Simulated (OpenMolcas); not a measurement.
**Ta⁴⁺ in Cs2NaYCl6: CASSCF and CASPT2 levels and susceptibility**

Aim: the ligand-field states of Ta⁴⁺ in this surrounding, its lowest levels with spin-orbit coupling and its magnetic susceptibility.

The numbers are computed with OpenMolcas 26.06 (state-averaged CASSCF and CASPT2, spin-orbit coupling by RASSI with atomic mean-field integrals), except any that are marked as measured or tabulated.

## (1) The system

| Quantity | Value |
| --- | --- |
| Species | Ta⁴⁺ (tantalum, Z = 73, 69 electrons) |
| Basis | ANO-RCC-VTZP [8s7p5d3f2g1h], 236 functions with the ligands |
| Scalar Hamiltonian | DKH2, point nucleus |
| Inactive shells | 1s 2s 2p 3s 3p 3d 4s 4p 4d 4f 5s 5p of the metal, and all ligand shells |
| Active space | 1 electron in 5 orbitals (5d) |
| Some configurations of this space | 5d |
| Orbitals | optimised for each spin and parity, averaged over all roots |

The outer shells:

5d
```
5d [↑ ][  ][  ][  ][  ]
```

Ta⁴⁺ is taken with its 6 nearest chloride ions at 2.503 Å, on the cation site of Cs2NaYCl6 (a = 10.7396 Å). The rest of the host is ab initio model potentials to 7.6 Å, with orthogonalisation functions on the cations behind the ligands, and point charges beyond; the distance is set by hand, nothing relaxes, and no local charge compensation is placed. Ligand basis ANO-RCC-VDZP.

```xyz
15

Ta    0.0000    0.0000    0.0000
Cl    2.5030    0.0000    0.0000
Cl    0.0000    2.5030    0.0000
Cl   -2.5030    0.0000    0.0000
Cl    0.0000   -2.5030    0.0000
Cl    0.0000    0.0000    2.5030
Cl    0.0000    0.0000   -2.5030
Cs    2.6849   -2.6849   -2.6849
Cs   -2.6849    2.6849    2.6849
Cs    2.6849   -2.6849    2.6849
Cs   -2.6849    2.6849   -2.6849
Cs    2.6849    2.6849   -2.6849
Cs   -2.6849   -2.6849    2.6849
Cs    2.6849    2.6849    2.6849
Cs   -2.6849   -2.6849   -2.6849
```

Each step is its own input file, run in one work folder so that later steps find the files of earlier ones. Labels, J, g values, rates, χT and fits are worked out afterwards by a script from the matrices that RASSI stores.

## (2) One- and two-electron integrals

a.inp reads:

```
&GATEWAY
Basis set
Ta.ANO-RCC-VTZP.
Ta1 0.0 0.0 0.0 Angstrom
End of basis
Basis set
Cl.ANO-RCC-VDZP.
L1 2.503000 0.000000 0.000000 Angstrom
L2 0.000000 2.503000 0.000000 Angstrom
L3 0.000000 0.000000 2.503000 Angstrom
End of basis
Basis set
Na.EMB-AIMP.Al-Abdalla.7s4p.1s1p.ECP.Cs2NaYCl6.
PseudoCharge
* 3 symmetry-unique lattice sites within 7.6 angstrom
End of basis
Basis set
Cs.EMB-AIMP.Al-Abdalla.0s.0s.ECP.Cs2NaYCl6.
PseudoCharge
* 4 symmetry-unique lattice sites within 7.6 angstrom
End of basis
Basis set
Cl.EMB-AIMP.Al-Abdalla.0s.0s.ECP.Cs2NaYCl6.
PseudoCharge
* 12 symmetry-unique lattice sites within 7.6 angstrom
End of basis
Basis set
Y.EMB-AIMP.Al-Abdalla.0s.0s.ECP.Cs2NaYCl6.
PseudoCharge
* 6 symmetry-unique lattice sites within 7.6 angstrom
End of basis
Symmetry
XYZ
AngMom=0.0 0.0 0.0
AMFI
RICD
XField
1564 Angstrom 0
* Evjen-weighted lattice charges
&SEWARD
```

Started as:

```console
> OMP_NUM_THREADS=1 MOLCAS_MEM=2457 MOLCAS_PROJECT=a pymolcas a.inp > a.log
```

## (3) Reference wave functions, doublets, 5 roots

a.inp reads:

```
&RASSCF
FileOrb=start.orb
Symmetry=1
Spin=2
nActEl=1 0 0
Inactive=42 46
Ras2=5 0
CIRoot=5 5 1
SDav=5
CIMx=300
Iter=150 100
PrWF=0.3
OrbListing=Nothing
MaxOrb=0
LevShft=1.0
>>> COPY $Project.JobIph JOB001
```

start.orb holds start orbitals that the driver prepared beforehand, or those of the step before.

## (4) State interaction with spin-orbit coupling

a.inp reads:

```
&RASSI
NrOfJobIphs=1 5
1 2 3 4 5
IphNames
JOB001
EJob
SpinOrbit
DIPRint=1.0
SOCoupling=1000.0
Subsets=2
Property=9
'ANGMOM' 1 'ANGMOM' 2 'ANGMOM' 3 'MLTPL  1' 1 'MLTPL  1' 2 'MLTPL  1' 3
'AMFI' 1 'AMFI' 2 'AMFI' 3
SOProperty=3
'ANGMOM' 1 'ANGMOM' 2 'ANGMOM' 3
```

## (5) CASPT2: IPEA 0.25, imaginary shift 0.1 (56 orbitals frozen, the lowest in energy)

a.inp reads:

```
>>> COPY JOB001 $Project.JobIph
&CASPT2
Multistate=5 1 2 3 4 5
NoMult
Frozen=29 27
IPEA=0.25
Imaginary=0.1
MaxIter=60
WThr=0.0 0.3 0.05
PrWF=0.5
NoMix
```

## (6) CASPT2: IPEA 0.25, imaginary shift 0.2 (56 orbitals frozen, the lowest in energy)

a.inp, as its differences from that of step 5:

```diff
@@ -6,3 +6,3 @@
 IPEA=0.25
-Imaginary=0.1
+Imaginary=0.2
 MaxIter=60
```

(Steps that only read results are left out.)

Before running it: what results should come out? Wanted: spin-free ground state; first state of the same spin within the active space; lowest level; next level.

**Answer**, as computed:

```
                                            quantity                                                                                 value
                                              method  SS-CASPT2, IPEA 0.25, imaginary shift 0.1 (56 orbitals frozen, the lowest in energy)
                              spin-free ground state                                                       2T2, 3-fold in its orbital part
first state of the same spin within the active space                                                                      2E at 24200 cm⁻¹
                                        lowest level                                                                             4-fold Γ8
                                          next level                                                                           3456.0 cm⁻¹
                                         χT at 300 K                                                                        0.05 cm³ K/mol
                           effective moment at 300 K                                                                               0.61 μB
```

Cost by method:

| method | time of its own steps | time with the reference |
| --- | --- | --- |
| A. CASSCF | 48 s | 48 s |
| B. SS-CASPT2, IPEA 0.25, imaginary shift 0.1 (56 orbitals frozen, the lowest in energy) | 67 s | 1.9 min |
| C. SS-CASPT2, IPEA 0.25, imaginary shift 0.2 (56 orbitals frozen, the lowest in energy) | 65 s | 1.9 min |

Times are of one thread on a shared host.

What this shows: The spin-free ground state (2T2) is 3-fold and keeps the highest spin of the shell. χT at 300 K is 0.05, against 0.38 cm³ K/mol for the spin alone, so orbital moment lowers it. A ligand-field fit to the states below 45000 cm-1 gives 10Dq = 24201 cm-1, the gap between the two states. The frozen orbitals are chosen by energy, so an outer shell of the metal can be frozen while a deeper shell elsewhere is correlated. The bonds are covalent and no ligand orbital is active, so the numbers are rough.
